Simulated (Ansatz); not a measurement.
**One shape, several levels: doublet RbLi+**

Wanted: a comparison of 6 runs (UHF/def2-TZVPP, U-revPBE/def2-TZVPP, UHSE06/def2-TZVPP, RPA@PBE0/def2-TZVPP, UMP2/def2-TZVPP, UCCSD/def2-TZVPP) of doublet RbLi+. 

Program for the calculation: Ansatz 0.2.0.

1 further run of the same task is left out (set aside as unsound or not needed).

### Step 1. The molecule

RbLi+: 2 atoms, total charge +1, spin state doublet. As SMILES of the parent species, `[Li][Rb]`. Geometry: relaxed at PBE0-D4/def2-TZVP. That shape belongs to the parent species and isn't relaxed for this state.

Bond lengths: Li1–Rb2 3.553 Å.

### Step 2. The energy at UHF/def2-TZVPP (core potential) (run 1)

Input file in.yaml:

```yaml
crystal:
  periodic: [false, false, false]
  atoms:
    - {symbol: Li, position_ang: [-0.000000, 0.000000, -0.201360]}
    - {symbol: Rb, position_ang: [0.000000, -0.000000, 3.351730]}
basis:
  gaussian: {orbitals: def2-TZVPP}
total_charge: 1
magnetization: {spin_polarized: true, initial_magnetization: 1}
hamiltonian: {xc: hf}
accuracy: high
output: {orbitals: {seedname: orbitals}}
```

Started as:

```bash
$ ansatz run in.yaml --threads 1 --pin off --max-ram 3480MiB --events-out events.jsonl --progress --plain --runs-dir runs
```

The log of the run:

```text
Warning: RAYON_NUM_THREADS=1 ignored (pool sized by the plan → 1); use --threads N
Functional definition: HF
  name "HF"
  exchange = exact_x
  correlation = 0
819 factors; integrals over basis functions are off by at most 3.2e-9 eV
mean field evaluation 1: about -846.1537 eV, gradient 2.3e0 eV
mean field evaluation 2: about -846.1539 eV, gradient 2.3e0 eV
mean field evaluation 4: about -846.3779 eV, gradient 4.7e-1 eV
mean field evaluation 8: about -846.3905 eV, gradient 3.9e-3 eV
mean field -846.39049299 eV, -31.1042769132 hartree, gradient 4.3e-8 eV, S^2 0.750096; 0 other end points of the search recorded, 0 dependent functions left out
reference -846.39049299 eV, -31.1042769132 hartree; 6, 5 occupied and 53, 54 virtual orbitals, 819 factors
Total energy: -846.39049299 eV, -31.1042769132 hartree
```

It took 0.36 s on 1 thread of Arm Neoverse V2, shared host.

### Step 3. A single-point energy at U-revPBE/def2-TZVPP (core potential) (run 2)

Input file job.yaml:

```yaml
crystal:
  periodic: [false, false, false]
  atoms:
    - {symbol: Li, position_ang: [-0.000000, 0.000000, -0.201360]}
    - {symbol: Rb, position_ang: [0.000000, -0.000000, 3.351730]}
basis:
  gaussian:
    orbitals: def2-TZVPP
total_charge: 1
magnetization:
  spin_polarized: true
  initial_magnetization: 1
hamiltonian:
  xc: {name: revPBE}
accuracy: high
output: {orbitals: {seedname: orbitals}}
```

Started as:

```bash
$ ansatz run job.yaml --threads 1 --pin off --max-ram 3480MiB --events-out events.jsonl --progress --plain --runs-dir runs
```

The log of the run:

```text
Warning: RAYON_NUM_THREADS=1 ignored (pool sized by the plan → 1); use --threads N
Functional definition: revPBE
  name "revPBE"
  parameter kappa = 1.245
  parameter beta = 0.06672455060314922
  exchange = pbe_x(kappa = kappa, mu = beta*pi^2/3)
  correlation = pbe_c(beta = beta)
819 factors; integrals over basis functions are off by at most 3.2e-9 eV
mean field evaluation 1: about -855.8263 eV, gradient 3.4e0 eV
mean field evaluation 2: about -855.8922 eV, gradient 1.8e0 eV
mean field evaluation 4: about -855.9183 eV, gradient 1.9e-1 eV
mean field evaluation 8: about -855.9175 eV, gradient 5.6e-3 eV
mean field evaluation 16: about -855.9175 eV, gradient 5.2e-8 eV
mean field -855.91753883 eV, -31.4543893903 hartree, gradient 5.7e-8 eV, S^2 0.750018; 0 other end points of the search recorded, 0 dependent functions left out
reference -855.91754607 eV, -31.4543896563 hartree; 6, 5 occupied and 53, 54 virtual orbitals, 819 factors
Total energy: -855.91754607 eV, -31.4543896563 hartree
```

It took 4.5 s on 1 thread of Arm Neoverse V2, shared host; peak memory 0.24 GiB.

Runs 3 to 5 aren't shown in full; the table further down has their settings and results.

### Step 4. A single-point energy at UCCSD/def2-TZVPP (core potential) (run 6)

Input file molecule.yaml:

```yaml
basis:
  gaussian:
    orbitals: def2-TZVPP
crystal:
  periodic: [false, false, false]
  atoms:
    - {symbol: Li, position_ang: [-0.000000, 0.000000, -0.201360]}
    - {symbol: Rb, position_ang: [0.000000, -0.000000, 3.351730]}
accuracy: high
scf:
  omitted_lower_state_checks: [cluster_reference, increment]
correlation:
  method: ccsd
  frozen_orbitals: {Li: 0, Rb: 0}
magnetization:
  spin_polarized: true
  initial_magnetization: 1
total_charge: 1
```

Started as:

```bash
$ ansatz run molecule.yaml --threads 1 --pin off --max-ram 3480MiB --events-out events.jsonl --progress --plain --runs-dir runs
```

The log of the run, shortened:

```text
Warning: RAYON_NUM_THREADS=1 ignored (pool sized by the plan → 1); use --threads N
[... 2 set-up lines as earlier in the session ...]
[...]
819 factors; integrals over basis functions are off by at most 3.2e-9 eV
[...]
mean field -846.39049299 eV, -31.1042769132 hartree, gradient 4.3e-8 eV, S^2 0.750096; 0 other end points of the search recorded, 0 dependent functions left out
reference -846.39049299 eV, -31.1042769132 hartree; 6, 5 occupied and 53, 54 virtual orbitals, 819 factors
second order -3.26703808 eV of doubles, -0.00000000 eV of singles
cycle   1  -3.59666020 eV  change   -3.3e-1 eV  update   3.1e-2
[...]
cycle  18  -3.67150367 eV  change  -4.4e-12 eV  update  4.1e-10
Total energy: -850.06199665 eV, -31.2392021843 hartree
Checks for a lower state left out: cluster_reference, increment
```

Wall time 2.2 s (1 thread of Arm Neoverse V2, shared host); peak memory 0.28 GiB.

### Step 5. All runs side by side

| run | level | frozen core orbitals | energy (Eh) | ⟨S²⟩ | wall time |
| --- | --- | --- | --- | --- | --- |
| 1 | UHF/def2-TZVPP (core potential) | – | -31.104277 | 0.750 | 0.36 s |
| 2 | U-revPBE/def2-TZVPP (core potential) | – | -31.454390 | 0.750 | 4.5 s |
| 3 | UHSE06/def2-TZVPP (core potential) | – | -31.405659 | 0.750 | 6 s |
| 4 | RPA@PBE0/def2-TZVPP (core potential) | 0 | -31.318090 | 0.750 | 6 s |
| 5 | UMP2/def2-TZVPP (core potential) | 0 | -31.224338 | 0.750 | 0.4 s |
| 6 | UCCSD/def2-TZVPP (core potential) | 0 | -31.239202 | 0.750 | 2.2 s |

### Step 6. Summary of results

| quantity | value |
| --- | --- |
| run 6: total energy | -31.23920 Eh |
| run 6: correlation energy | -134.9 mEh |
| run 6: ⟨S²⟩ of the reference determinant | 0.750 |
| run 6: T1 diagnostic | 0.010 |

Below the UHF energy at the same shape and in the same basis (def2-TZVPP): UMP2 -120.1 mEh; UCCSD -134.9 mEh. Totals of different functionals can't be ranked against each other. All runs together took 19 s, the longest 6 s.
